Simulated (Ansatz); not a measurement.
# C₂H₆F₂GeS: up Jacob's ladder to CCSD(T)

The task here is to estimate one member of a computed series from the others.

Method: functionals in def2-TZVPP, the program's frozen cores in correlated methods; program: Ansatz 0.2.0, Gaussian basis.

Levels to be run: LDA (SPW92), PBE-D4, revPBE-D4, BLYP-D4, r2SCAN-D4, B97M-V, PBE0-D4, B3LYP-D4, r2SCANh-D4, r2SCAN0-D4, HSE06-D4, BHLYP-D4, CAM-B3LYP-D4, LC-ωPBE, ωB97X-V, ωB97M-V, B2PLYP, PBE-QIDH; CCSD(T)/def2-SVP; CCSD(T)/def2-TZVPP; MP2/def2-QZVPP; extrapolation to the limit; RPA on PBE.

## Structure used throughout

The geometry comes from an earlier relaxation with PBE0-D4 in a triple-zeta def2 set; it is a stationary point, not always the lowest conformer.

SMILES `C[S][Ge]([CH3])([F])[F]`, 12 atoms, charge 0, spin multiplicity 1.

Atoms are counted from 1 here; the program's logs count them from 0.

Bond lengths: C1–S2 1.820 Å, C1–H7 1.090 Å, C1–H8 1.089 Å, C1–H9 1.089 Å, S2–Ge3 2.187 Å, Ge3–C4 1.926 Å, Ge3–F5 1.727 Å, Ge3–F6 1.735 Å, C4–H10 1.090 Å, C4–H11 1.090 Å, C4–H12 1.090 Å. Angles: S2–C1–H7 111.8°, S2–C1–H8 111.0°, S2–C1–H9 105.9°, H7–C1–H8 110.5°, H7–C1–H9 108.6°, H8–C1–H9 109.0°, C1–S2–Ge3 98.1°, S2–Ge3–C4 120.1°, S2–Ge3–F5 106.0°, S2–Ge3–F6 108.0°, C4–Ge3–F5 109.2°, C4–Ge3–F6 107.2°, F5–Ge3–F6 105.4°, Ge3–C4–H10 108.8°, Ge3–C4–H11 110.0°, Ge3–C4–H12 109.5°, H10–C4–H11 109.3°, H10–C4–H12 109.8° and more.

As a file:

```mol
C2H6F2GeS
  3D, bonds by distance, orders not assigned

 12 11  0  0  0  0  0  0  0  0999 V2000
   -1.3770   -0.4365    1.5920 C   0  0
    0.0685    0.6550    1.7716 S   0  0
    0.5135    0.9287   -0.3519 Ge  0  0
    1.2028   -0.5388   -1.3908 C   0  0
    1.6171    2.2544   -0.4402 F   0  0
   -0.9325    1.4801   -1.1370 F   0  0
   -1.1036   -1.4023    1.1679 H   0  0
   -2.1512    0.0377    0.9913 H   0  0
   -1.7575   -0.5950    2.6005 H   0  0
    1.3289   -0.2093   -2.4224 H   0  0
    0.5045   -1.3754   -1.3627 H   0  0
    2.1634   -0.8537   -0.9842 H   0  0
  1  2  8  0
  2  3  8  0
  3  4  8  0
  3  5  8  0
  3  6  8  0
  1  7  8  0
  1  8  8  0
  1  9  8  0
  4 10  8  0
  4 11  8  0
  4 12  8  0
M  END
```

Set-up of the first run:

Contents of in.yaml:

```yaml
crystal:
  periodic: [false, false, false]
  atoms:
    - {symbol: C, position_ang: [-1.377001, -0.436523, 1.592024]}
    - {symbol: S, position_ang: [0.068496, 0.654964, 1.771626]}
    - {symbol: Ge, position_ang: [0.513500, 0.928750, -0.351882]}
    - {symbol: C, position_ang: [1.202758, -0.538779, -1.390831]}
    - {symbol: F, position_ang: [1.617076, 2.254387, -0.440192]}
    - {symbol: F, position_ang: [-0.932520, 1.480086, -1.136994]}
    - {symbol: H, position_ang: [-1.103616, -1.402303, 1.167919]}
    - {symbol: H, position_ang: [-2.151179, 0.037749, 0.991324]}
    - {symbol: H, position_ang: [-1.757454, -0.595045, 2.600478]}
    - {symbol: H, position_ang: [1.328897, -0.209265, -2.422434]}
    - {symbol: H, position_ang: [0.504499, -1.375424, -1.362660]}
    - {symbol: H, position_ang: [2.163443, -0.853694, -0.984177]}
basis:
  gaussian: {orbitals: def2-TZVPP}
hamiltonian: {xc: lda}
output: {orbitals: {seedname: orbitals}}
```

Among the steps run: LDA; PBE-D4 (GGA); revPBE-D4 (GGA); BLYP-D4 (GGA); r2SCAN-D4 (meta-GGA); B97M-V (meta-GGA); PBE0-D4 (hybrid); B3LYP-D4 (hybrid); r2SCANh-D4 (hybrid); r2SCAN0-D4 (hybrid); HSE06-D4 (hybrid); BHLYP-D4 (hybrid); CAM-B3LYP-D4 (range-separated); LC-ωPBE (range-separated); ωB97X-V (range-separated); ωB97M-V (range-separated); B2PLYP (double hybrid); PBE-QIDH (double hybrid).

One table of the session follows, with a row left open; its other results are not shown here.

It belongs to the step «Frontier levels by functional». 

| functional | HOMO (eV) | gap (eV) |
| --- | --- | --- |
| LDA (SPW92) | -6.26 | 4.79 |
| PBE-D4 | -6.13 | 4.94 |
| revPBE-D4 | ? | ? |
| BLYP-D4 | -5.98 | 4.85 |
| r2SCAN-D4 | -6.42 | 5.52 |
| B97M-V | -6.51 | 5.55 |
| PBE0-D4 | -7.41 | 7.15 |
| B3LYP-D4 | -7.17 | 6.62 |
| r2SCANh-D4 | -6.88 | 6.32 |
| r2SCAN0-D4 | -7.59 | 7.52 |
| HSE06-D4 | -7.01 | 6.37 |
| BHLYP-D4 | -8.54 | 9.18 |
| CAM-B3LYP-D4 | -8.75 | 9.48 |
| LC-ωPBE | -10.16 | 12.16 |
| ωB97X-V | -9.79 | 11.63 |
| ωB97M-V | -9.62 | 11.20 |

**Question.** Estimate the row for revPBE-D4.

**Answer.** HOMO (eV): -6.08; gap (eV): 5.00. In the column «HOMO (eV)» it lies between PBE-D4 (-6.13) and BLYP-D4 (-5.98).
